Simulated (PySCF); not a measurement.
# A diatomic session: MgCd

One table from this session's results is given with a row withheld; the runs are named, their logs left out.

Computed with PySCF 2.14.0. Level: Mg def2-SVP, Cd def2-SVP with ECP28, scalar-relativistic core potentials.

The first run:

Settings of the job:

```yaml
atoms: Mg, Cd
charge: 0
basis: Mg def2-SVP, Cd def2-SVP with ECP28
Hamiltonian: scalar-relativistic core potentials
basis_functions: 49
electrons_treated: 32
masses_in_u: 23.9850, 113.9034
levels: PBE0, PBE, r²SCAN, B97-3, BHandHLYP, MN15, CAM-B3LYP, HF, MP2, SCS-MP2, CCSD, CCSD(T)
grid: 80 radial by 434 angular points
occupations: held fixed by the projection of orbital angular momentum
dissociation_limit: Mg + Cd, each in its ground configuration
starting_distance_in_angstrom: 2.755
values_of_2S_to_try: 0, 2
```

On the command line:

```bash
> OMP_NUM_THREADS=1 python dia.py task.json out
```

Steps of the session up to this table: Set-up; The PBE0 curve of the state that the search chose; Other states along the same grid; PBE; r²SCAN (meta-GGA); B97-3 (global hybrid GGA); BHandHLYP; MN15 (hybrid meta-GGA); CAM-B3LYP (range-separated hybrid); RHF (mean field); MP2 and coupled cluster.

One of the session's tables, all rows but one given; the rest of the session is left out.

It belongs to the step «The curves together». Energy (eV) from each level's lowest point:

| R (Å) | RHF | RHF-MP2 | RHF-SCS-MP2 | RHF-CCSD | RHF-CCSD(T) |
| --- | --- | --- | --- | --- | --- |
| 3.087 | 0.327 | 0.099 | 0.140 | n/a | n/a |
| 3.230 | 0.239 | 0.056 | 0.089 | 0.097 | 0.071 |
| 3.374 | 0.174 | 0.030 | 0.055 | 0.063 | 0.042 |
| 3.481 | 0.137 | 0.017 | 0.038 | 0.044 | 0.027 |
| 3.589 | ? | ? | ? | ? | ? |
| 3.697 | 0.084 | 0.004 | 0.016 | 0.021 | 0.010 |
| 3.840 | 0.059 | 0.000 | 0.008 | 0.011 | 0.004 |
| 4.020 | 0.035 | 0.000 | 0.002 | 0.004 | 0.001 |
| 4.235 | 0.016 | 0.003 | 0.000 | 0.000 | 0.000 |
| 4.522 | 0.000 | 0.009 | 0.001 | n/a | n/a |

Q: Estimate the row for R (Å) = 3.589 from the others.

Worked estimate for «RHF». A straight line through the neighbours (3.481, 0.137) and (3.697, 0.084) gives 0.137 + (0.084 − 0.137) × (3.589 − 3.481) / (3.697 − 3.481) = 0.111; a parabola fitted to 4 rows on both sides gives 0.108.

**Answer.** RHF: 0.108; RHF-MP2: 0.009; RHF-SCS-MP2: 0.025; RHF-CCSD: 0.031; RHF-CCSD(T): 0.017. In «RHF» the line misses by +0.003 and the parabola by 0.000.

Limits of these values: The bond is weak, and basis-set superposition, which was not computed, may be a sizeable part of it.
